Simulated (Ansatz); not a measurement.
**CH6O2SSi: up Jacob's ladder to CCSD(T)**

One table from this session's results is given with a row withheld; the runs are named, their logs left out.

Computed with Ansatz 0.2.0, Gaussian basis. Level: functionals in def2-TZVPP, the program's frozen cores in correlated methods.

The runs, in order: PBE-D4, r2SCAN-D4, PBE0-D4, B3LYP-D4, ωB97X-V, ωB97M-V, B2PLYP; CCSD(T)/def2-TZVPP; MP2/def2-QZVPP; extrapolation to the limit.

### Structure used throughout

All runs share one geometry, relaxed beforehand with PBE0-D4 in a triple-zeta def2 set.

SMILES `OC[SiH](O)S`, 11 atoms, charge 0, spin multiplicity 1.

Atoms are counted from 1 here; the program's logs count them from 0.

Bond lengths: O1–C2 1.427 Å, O1–H6 0.963 Å, C2–Si3 1.881 Å, C2–H7 1.098 Å, C2–H8 1.094 Å, Si3–O4 1.640 Å, Si3–S5 2.150 Å, Si3–H9 1.480 Å, O4–H10 0.961 Å, S5–H11 1.343 Å. Angles: C2–O1–H6 107.9°, O1–C2–Si3 108.6°, O1–C2–H7 111.9°, O1–C2–H8 106.4°, Si3–C2–H7 113.2°, Si3–C2–H8 109.6°, H7–C2–H8 106.8°, C2–Si3–O4 110.4°, C2–Si3–S5 102.5°, C2–Si3–H9 115.3°, O4–Si3–S5 111.6°, O4–Si3–H9 105.6°, S5–Si3–H9 111.6°, Si3–O4–H10 114.9°, Si3–S5–H11 94.5°.

Set-up of the first run:

The input, in.yaml:

```yaml
crystal:
  periodic: [false, false, false]
  atoms:
    - {symbol: O, position_ang: [-0.914412, 1.612953, 0.251062]}
    - {symbol: C, position_ang: [-1.026481, 0.289683, 0.772913]}
    - {symbol: Si, position_ang: [0.413096, -0.735115, 0.126924]}
    - {symbol: O, position_ang: [1.836457, 0.016457, 0.443173]}
    - {symbol: S, position_ang: [0.012791, -0.818155, -1.983571]}
    - {symbol: H, position_ang: [-0.948019, 1.556775, -0.709782]}
    - {symbol: H, position_ang: [-2.006783, -0.155389, 0.555625]}
    - {symbol: H, position_ang: [-0.954597, 0.379340, 1.860441]}
    - {symbol: H, position_ang: [0.538312, -2.089149, 0.712002]}
    - {symbol: H, position_ang: [1.829505, 0.968656, 0.313203]}
    - {symbol: H, position_ang: [1.285531, -1.083054, -2.321293]}
basis:
  gaussian: {orbitals: def2-TZVPP}
hamiltonian: {xc: pbe, dispersion: d4}
output: {forces: true, orbitals: {seedname: orbitals}}
```

The run is started by

```sh
$ ansatz run in.yaml --threads 4 --pin off --events-out ev --progress --plain --max-ram 10444MiB
```

Steps of the session up to this table: PBE-D4 (GGA); r2SCAN-D4 (meta-GGA); PBE0-D4 (hybrid); B3LYP-D4 (hybrid); ωB97X-V (range-separated); ωB97M-V (range-separated); B2PLYP (double hybrid); CCSD(T) in def2-TZVPP; MP2 in def2-QZVPP.

One table of the session follows, with a row left open; its other results are not shown here.

It belongs to the step «Atomisation energies». 

```
            method  atomisation energy (eV)
            PBE-D4                   41.592
         r2SCAN-D4                   41.050
           PBE0-D4                   40.739
          B3LYP-D4                        ?
           ωB97X-V                   41.123
           ωB97M-V                   41.164
            B2PLYP                   40.351
     HF/def2-TZVPP                   28.817
    MP2/def2-TZVPP                   40.606
   CCSD/def2-TZVPP                   39.178
CCSD(T)/def2-TZVPP                   39.833
           MP2/CBS                   41.882
       CCSD(T)/CBS                   41.108
```

Q: Estimate the row for B3LYP-D4 from the others.

**Answer.** atomisation energy (eV): 40.765. In the column «atomisation energy (eV)» it lies between PBE0-D4 (40.739) and r2SCAN-D4 (41.050).
